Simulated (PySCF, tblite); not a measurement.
**C4H7NOSi: geometry, infrared bands and NMR shifts**

What infrared bands and NMR shifts should C4H7NOSi (`C#C[Si@@](C)(N)C=O`) show?

Programs: tblite 0.8.0 and PySCF 2.14.0, with density-fitted response routines of our own. Each step states its level of theory. These are calculated values for one molecule in the gas phase, unless marked as measured. Atoms count from 0, in the outputs and in this text.

## 1. Starting geometry

14 atoms, charge 0, multiplicity 1; geometry from: force field or distance geometry start.

Bonds of the start (Å): C0–C1 1.19, C1–Si2 1.90, Si2–C3 1.85, Si2–N4 1.72, Si2–C5 1.91, C5–O6 1.23, C0–H7 1.06, C3–H8 1.10, C3–H9 1.11, C3–H10 1.10, N4–H11 1.02, N4–H12 1.03, C5–H13 1.09.

## 2. Geometry optimisation with GFN2-xTB

What the job is given:

```
{"job": {"kind": "relax", "xc": "GFN2-xTB", "basis": "xTB"}, "charge": 0, "multiplicity": 1}
C      0.007500    -0.567600    -2.915700
C      0.017400    -0.299500    -1.752500
Si     0.084400     0.106000     0.103100
C     -0.008700    -1.444200     1.111700
N      1.597300     0.867900     0.388400
C     -1.365200     1.262900     0.565400
O     -1.135500     2.190300     1.334900
H     -0.004900    -0.792700    -3.951100
H      0.817200    -2.134000     0.868800
H      0.053600    -1.224900     2.193000
H     -0.953100    -1.982000     0.944000
H      1.708200     1.604700    -0.309700
H      1.518400     1.366300     1.280600
H     -2.337400     1.046600     0.116900
```

Launch:

```
$ OMP_NUM_THREADS=1 python probes_run.py task.json out
```

One launch serves the whole session: the jobs run in the order shown.

**Question.** This job is followed by: GFN2-xTB harmonic vibrations, gas phase; GIAO PBE0/pcSseg-1 NMR shielding, non-relativistic, gas phase. Predict these results of the whole session: strongest single infrared mode (GFN2-xTB); zero-point energy (GFN2-xTB); 13C shifts against TMS (PBE0/pcSseg-1); 1H shifts against TMS (PBE0/pcSseg-1, means over atoms taken as alike); 29Si shifts against TMS (PBE0/pcSseg-1); 15N shifts against NH3 (PBE0/pcSseg-1); 17O shifts against H2O (PBE0/pcSseg-1); surface potential, 1st and 99th percentile.

The runs gave:

| quantity | value |
| --- | --- |
| strongest single infrared mode (GFN2-xTB) | 936 cm⁻¹, 227 km/mol |
| zero-point energy (GFN2-xTB) | 61.6 kcal/mol |
| 13C shifts against TMS (PBE0/pcSseg-1) | 247.0, 103.5, 89.0, -4.5 ppm |
| 1H shifts against TMS (PBE0/pcSseg-1, means over atoms taken as alike) | 11.99, 1.99, 0.59, 0.39 ppm |
| 29Si shifts against TMS (PBE0/pcSseg-1) | -46.6 ppm |
| 15N shifts against NH3 (PBE0/pcSseg-1) | 11.8 ppm |
| 17O shifts against H2O (PBE0/pcSseg-1) | 921.7 ppm |
| surface potential, 1st and 99th percentile | -1.54 V and 1.63 V |

In words: Relaxing lowered the energy by 0.273 eV in 99 steps; the close pair that moved most is Si2–C3, from 1.852 to 1.898 Å. The lowest mode is imaginary (48i cm⁻¹), so the xTB geometry is not a minimum. The strongest single mode, at 936 cm⁻¹, moves mainly Si2 and N4. GFN2-xTB is a fitted tight-binding method: band positions and strengths are rough. Its intensities can rank the bands wrongly. At PBE0/pcSseg-1: Shielding is most anisotropic at O6 (span 2042 ppm, paramagnetic term -984 ppm). By nearest atom (PBE0/pcSseg-1), the HOMO sits on O6 46 %; H13 14 % and the LUMO on C5 39 %; O6 30 %.
